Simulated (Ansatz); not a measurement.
# Al: the cost of one run

Program: Ansatz 0.2.0. Level of theory: DFT r2SCAN, scalar-relativistic, plane waves, PAW. These are calculated values, not measurements.

## (1) The system as given

Symmetry: Im-3m, No. 229, cubic system. The conventional cell has a = 3.182 Å, b = 3.182 Å, c = 3.182 Å, α = 90.00°, β = 90.00°, γ = 90.00°. Al (site symmetry m-3m) is surrounded by 8 Al at 2.76 Å.

Structure file:

```xyz
1
Lattice="-1.5912 1.5912 1.5912 1.5912 -1.5912 1.5912 1.5912 1.5912 -1.5912" Properties=species:S:1:pos:R:3 pbc="T T T"
Al    0.0000    0.0000    0.0000
```

It goes back to an entry of the Materials Project, which need not be the stable form.

No relaxation comes first: the listed cell is the starting point.

## (2) The reference cell

Reference values: F = -540.2994 eV; pressure 0.49 GPa; largest force 0.000 eV/Å; gap on the mesh none (metal). It was computed beforehand with the settings of the runs below.

## (3) Setting up a tetragonal deformation path

At fixed volume and fractional coordinates, lengths along (0.000, 0.000, 1.000) are scaled against those across it; ρ is that ratio over its starting value.

## (4) Point ρ = 0.707

The input, input.yaml:

```yaml
crystal:
  lattice:
    - [-1.7861725054, 1.7861725054, 1.2628239613]
    - [1.7861725054, -1.7861725054, 1.2628239613]
    - [1.7861725054, 1.7861725054, -1.2628239613]
  atoms:
    - { symbol: Al, position: [0.0, 0.0, 0.0] }
basis:
  ecutwfc: 500
kpoints:
  mp_grid: { grid: [24, 24, 24] }
hamiltonian:
  xc: r2scan
scf:
  occupations: { method: gaussian, width: 0.15 }
output:
  forces: true
  stress: true
  eigenvalues: true
```

Started as:

```bash
$ ansatz run input.yaml --threads 1 --pin off --max-ram 2560MiB --backend cpu --events-out ev --progress --plain --runs-dir out
```

What time and memory should one allow on 1 thread of Intel Xeon at 2.50GHz (Skylake/Cascade Lake), shared host?

About 22 s, with a peak of 0.52 GiB.
